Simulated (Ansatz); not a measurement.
# C₃H₉BO₃: one species, many methods

An exercise on one series of results from a longer session: the logs are not shown, and one member is left open.

The runs use Ansatz 0.2.0, Gaussian basis; functionals in def2-TZVPP, the program's frozen cores in correlated methods.

Plan: LDA (SPW92), PBE-D4, revPBE-D4, BLYP-D4, r2SCAN-D4, B97M-V, PBE0-D4, B3LYP-D4, r2SCANh-D4, r2SCAN0-D4, HSE06-D4, BHLYP-D4, CAM-B3LYP-D4, LC-ωPBE, ωB97X-V, ωB97M-V, B2PLYP, PBE-QIDH; CCSD(T)/def2-SVP; MP2/def2-TZVPP; MP2/def2-QZVPP; RPA on PBE.

## The relaxed structure

The geometry comes from an earlier relaxation with PBE0-D4 in a triple-zeta def2 set; it is a stationary point, not always the lowest conformer.

SMILES `CC(C)OB(O)O`, 16 atoms, charge 0, spin multiplicity 1.

Atoms are counted from 1 here; the program's logs count them from 0.

Bond lengths: C1–C2 1.513 Å, C1–H8 1.092 Å, C1–H9 1.093 Å, C1–H10 1.092 Å, C2–C3 1.513 Å, C2–O4 1.427 Å, C2–H11 1.094 Å, C3–H12 1.092 Å, C3–H13 1.093 Å, C3–H14 1.092 Å, O4–B5 1.359 Å, B5–O6 1.370 Å, B5–O7 1.367 Å, O6–H15 0.960 Å, O7–H16 0.959 Å. Angles: C2–C1–H8 110.5°, C2–C1–H9 110.3°, C2–C1–H10 110.7°, H8–C1–H9 108.4°, H8–C1–H10 108.3°, H9–C1–H10 108.4°, C1–C2–C3 112.6°, C1–C2–O4 108.4°, C1–C2–H11 109.4°, C3–C2–O4 108.3°, C3–C2–H11 109.4°, O4–C2–H11 108.7°, C2–C3–H12 110.6°, C2–C3–H13 110.3°, C2–C3–H14 110.7°, H12–C3–H13 108.4°, H12–C3–H14 108.3°, H13–C3–H14 108.4° and more.

The first run:

in.yaml reads:

```yaml
crystal:
  periodic: [false, false, false]
  atoms:
    - {symbol: C, position_ang: [0.860270, 0.360683, 1.611695]}
    - {symbol: C, position_ang: [0.161724, -0.371197, 0.486250]}
    - {symbol: C, position_ang: [0.877136, -1.643693, 0.087385]}
    - {symbol: O, position_ang: [0.113578, 0.491851, -0.649445]}
    - {symbol: B, position_ang: [-1.055817, 0.909568, -1.200727]}
    - {symbol: O, position_ang: [-1.026455, 1.738879, -2.291094]}
    - {symbol: O, position_ang: [-2.263810, 0.520591, -0.691800]}
    - {symbol: H, position_ang: [0.918616, -0.270376, 2.501449]}
    - {symbol: H, position_ang: [1.875827, 0.633915, 1.314326]}
    - {symbol: H, position_ang: [0.320261, 1.272811, 1.872724]}
    - {symbol: H, position_ang: [-0.862382, -0.610208, 0.789327]}
    - {symbol: H, position_ang: [0.935891, -2.331970, 0.933624]}
    - {symbol: H, position_ang: [1.893136, -1.419297, -0.247017]}
    - {symbol: H, position_ang: [0.349105, -2.144491, -0.726307]}
    - {symbol: H, position_ang: [-0.127275, 1.942705, -2.557173]}
    - {symbol: H, position_ang: [-2.992605, 0.897529, -1.189016]}
basis:
  gaussian: {orbitals: def2-TZVPP}
hamiltonian: {xc: lda}
output: {orbitals: {seedname: orbitals}}
```

Launch:

```bash
$ ansatz run in.yaml --threads 4 --pin off --events-out ev --progress --plain --max-ram 11315MiB
```

Steps of the session up to this table: LDA; PBE-D4 (GGA); revPBE-D4 (GGA); BLYP-D4 (GGA); r2SCAN-D4 (meta-GGA); B97M-V (meta-GGA); B3LYP-D4 (hybrid); r2SCANh-D4 (hybrid); r2SCAN0-D4 (hybrid); HSE06-D4 (hybrid); BHLYP-D4 (hybrid); CAM-B3LYP-D4 (range-separated); LC-ωPBE (range-separated); ωB97X-V (range-separated); ωB97M-V (range-separated); B2PLYP (double hybrid); PBE-QIDH (double hybrid).

One of the session's tables, all rows but one given; the rest of the session is left out.

It belongs to the step «Frontier levels by functional». 

| functional | HOMO (eV) | LUMO (eV) | gap (eV) |
| --- | --- | --- | --- |
| LDA (SPW92) | -6.92 | -0.21 | 6.71 |
| PBE-D4 | -6.73 | -0.06 | 6.66 |
| revPBE-D4 | -6.65 | 0.02 | 6.67 |
| BLYP-D4 | -6.63 | -0.11 | 6.52 |
| r2SCAN-D4 | -7.06 | 0.64 | 7.70 |
| B97M-V | -7.19 | 0.13 | 7.32 |
| PBE0-D4 | -8.29 | 0.77 | 9.06 |
| B3LYP-D4 | -8.05 | 0.40 | 8.45 |
| r2SCANh-D4 | -7.64 | 0.88 | 8.52 |
| r2SCAN0-D4 | ? | ? | ? |
| HSE06-D4 | -7.88 | 0.40 | 8.29 |
| BHLYP-D4 | -9.80 | 1.33 | 11.13 |
| CAM-B3LYP-D4 | -9.76 | 1.47 | 11.23 |
| LC-ωPBE | -11.10 | 2.81 | 13.91 |
| ωB97X-V | -10.76 | 2.57 | 13.33 |
| ωB97M-V | -10.69 | 2.09 | 12.78 |

**Question.** Estimate the row for r2SCAN0-D4.

Worked estimate for «HOMO (eV)». Against the share of exact exchange, r2SCAN-D4 (0, -7.06), r2SCANh-D4 (0.1, -7.64) give a slope of -5.80 per unit share; at 0.25 the line stands at -8.51.

The run gave: HOMO (eV): -8.53; LUMO (eV): 1.22; gap (eV): 9.74. In «HOMO (eV)» the line misses by +0.02.
